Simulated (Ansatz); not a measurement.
# K2ZrS3: the cost of one run

Program: Ansatz 0.2.0. Level of theory: DFT PBE, scalar-relativistic, plane waves, PAW. These are calculated values, not measurements.

## Step 1: The structure to begin with

The structure is hexagonal, space group P6/mmm (No. 191). Conventional cell: a = 6.862 Å, b = 6.862 Å, c = 3.784 Å, α = 90.00°, β = 90.00°, γ = 120.00°. Around K (site symmetry -6m2) lie 6 S at 2.74 Å. Around Zr (site symmetry 6/mmm) lie 2 Zr at 3.78 Å and 12 S at 3.92 Å and 6 K at 3.96 Å. S (site symmetry mmm) is surrounded by 4 K at 2.74 Å and 4 Zr at 3.92 Å.

As a file:

```cif
data_structure
_symmetry_space_group_name_H-M 'P 1'
_symmetry_Int_Tables_number 1
_cell_length_a 6.8619
_cell_length_b 6.8619
_cell_length_c 3.7838
_cell_angle_alpha 90.000
_cell_angle_beta 90.000
_cell_angle_gamma 120.000
_cell_volume 154.29
loop_
_atom_site_label
_atom_site_type_symbol
_atom_site_fract_x
_atom_site_fract_y
_atom_site_fract_z
_atom_site_occupancy
K1 K 0.33333 0.66667 0.00000 1
K2 K 0.66667 0.33333 0.00000 1
Zr1 Zr 0.00000 0.00000 0.00000 1
S1 S 0.50000 0.00000 0.50000 1
S2 S 0.50000 0.50000 0.50000 1
S3 S 0.00000 0.50000 0.50000 1
```

A structure generator made this guess: species swapped into a database cell of TbB2Ru3 (P6/mmm, No. 191), with Zr on the Tb sites, K on the B sites and S on the Ru sites. Lengths come from tabulated atomic sizes and are only a guess.

## Step 2: The guess as it stands, on a coarse mesh

Input file input.yaml:

```yaml
crystal:
  lattice:
    - [6.86188933, 0.0, 0.0]
    - [-3.43094467, 5.94257048, 0.0]
    - [0.0, 0.0, 3.78380692]
  atoms:
    - { symbol: K, position: [0.33333333, 0.66666667, 0.0] }
    - { symbol: K, position: [0.66666667, 0.33333333, 0.0] }
    - { symbol: Zr, position: [0.0, 0.0, 0.0] }
    - { symbol: S, position: [0.5, 0.0, 0.5] }
    - { symbol: S, position: [0.5, 0.5, 0.5] }
    - { symbol: S, position: [0.0, 0.5, 0.5] }
basis:
  ecutwfc: 420
kpoints:
  mp_grid: { grid: [3, 3, 4] }
hamiltonian:
  xc: pbe
scf:
  occupations: { method: gaussian, width: 0.1 }
  lower_state_search: "off"
output:
  forces: true
  stress: true
  eigenvalues: true
```

Run with:

```bash
$ ansatz run input.yaml --threads 1 --pin off --max-ram 2048MiB --backend cpu --events-out ev --progress --plain --runs-dir out
```

**Question.** How long does this run take on 1 thread of Arm Neoverse V1, shared host, and how much memory does it need?

About 2.8 s, with a peak of 0.38 GiB.
